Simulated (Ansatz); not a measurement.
# CH₂BrFO₂Si: a ladder of functionals and wavefunction methods

An exercise on one series of results from a longer session: the logs are not shown, and one member is left open.

Computed with Ansatz 0.2.0, Gaussian basis. Level: functionals in def2-TZVPP, the program's frozen cores in correlated methods.

Plan: LDA (SPW92), PBE-D4, revPBE-D4, BLYP-D4, r2SCAN-D4, B97M-V, PBE0-D4, B3LYP-D4, r2SCANh-D4, r2SCAN0-D4, HSE06-D4, BHLYP-D4, CAM-B3LYP-D4, LC-ωPBE, ωB97X-V, ωB97M-V, B2PLYP, PBE-QIDH; CCSD(T)/def2-SVP; CCSD(T)/def2-TZVPP; MP2/def2-QZVPP; extrapolation to the limit; RPA on PBE.

### The relaxed structure

All runs share one geometry, relaxed beforehand with PBE0-D4 in a triple-zeta def2 set.

SMILES `O=CO[SiH](F)Br`, 8 atoms, charge 0, spin multiplicity 1.

Atoms are counted from 1 here; the program's logs count them from 0.

Bond lengths: O1–C2 1.194 Å, C2–O3 1.341 Å, C2–H7 1.098 Å, O3–Si4 1.667 Å, Si4–F5 1.580 Å, Si4–Br6 2.183 Å, Si4–H8 1.466 Å. Angles: O1–C2–O3 124.2°, O1–C2–H7 125.0°, O3–C2–H7 110.8°, C2–O3–Si4 120.8°, O3–Si4–F5 103.0°, O3–Si4–Br6 110.9°, O3–Si4–H8 112.3°, F5–Si4–Br6 108.7°, F5–Si4–H8 109.4°, Br6–Si4–H8 112.1°.

Set-up of the first run:

Contents of in.yaml:

```yaml
crystal:
  periodic: [false, false, false]
  atoms:
    - {symbol: O, position_ang: [-0.066688, -1.389345, 1.332036]}
    - {symbol: C, position_ang: [0.909949, -0.951254, 0.803967]}
    - {symbol: O, position_ang: [0.892586, -0.017803, -0.158045]}
    - {symbol: Si, position_ang: [-0.549875, 0.604133, -0.716760]}
    - {symbol: F, position_ang: [-0.103820, 1.472029, -1.959073]}
    - {symbol: Br, position_ang: [-1.455927, 1.923520, 0.767641]}
    - {symbol: H, position_ang: [1.939860, -1.254746, 1.034410]}
    - {symbol: H, position_ang: [-1.473984, -0.443633, -1.159976]}
basis:
  gaussian: {orbitals: def2-TZVPP}
hamiltonian: {xc: lda}
output: {orbitals: {seedname: orbitals}}
```

Among the steps run: LDA; PBE-D4 (GGA); revPBE-D4 (GGA); BLYP-D4 (GGA); r2SCAN-D4 (meta-GGA); B97M-V (meta-GGA); PBE0-D4 (hybrid); B3LYP-D4 (hybrid); r2SCANh-D4 (hybrid); r2SCAN0-D4 (hybrid); HSE06-D4 (hybrid); BHLYP-D4 (hybrid); CAM-B3LYP-D4 (range-separated); LC-ωPBE (range-separated); ωB97X-V (range-separated); ωB97M-V (range-separated); B2PLYP (double hybrid); PBE-QIDH (double hybrid).

One table of the session follows, with a row left open; its other results are not shown here.

It belongs to the step «Frontier levels by functional». 

```
  functional  HOMO (eV)  gap (eV)
 LDA (SPW92)      -7.44      5.15
      PBE-D4          ?         ?
   revPBE-D4      -7.16      5.30
     BLYP-D4      -7.15      5.28
   r2SCAN-D4      -7.60      5.89
      B97M-V      -7.73      6.14
     PBE0-D4      -8.89      8.07
    B3LYP-D4      -8.63      7.51
  r2SCANh-D4      -8.23      6.94
  r2SCAN0-D4      -9.15      8.48
    HSE06-D4      -8.48      7.27
    BHLYP-D4     -10.24     10.65
CAM-B3LYP-D4     -10.31     10.68
     LC-ωPBE     -11.67     13.34
     ωB97X-V     -11.32     12.92
     ωB97M-V     -11.22     12.70
```

**Question.** Estimate the row for PBE-D4.

The run gave: HOMO (eV): -7.23; gap (eV): 5.27. In the column «HOMO (eV)» it lies between LDA (SPW92) (-7.44) and revPBE-D4 (-7.16).
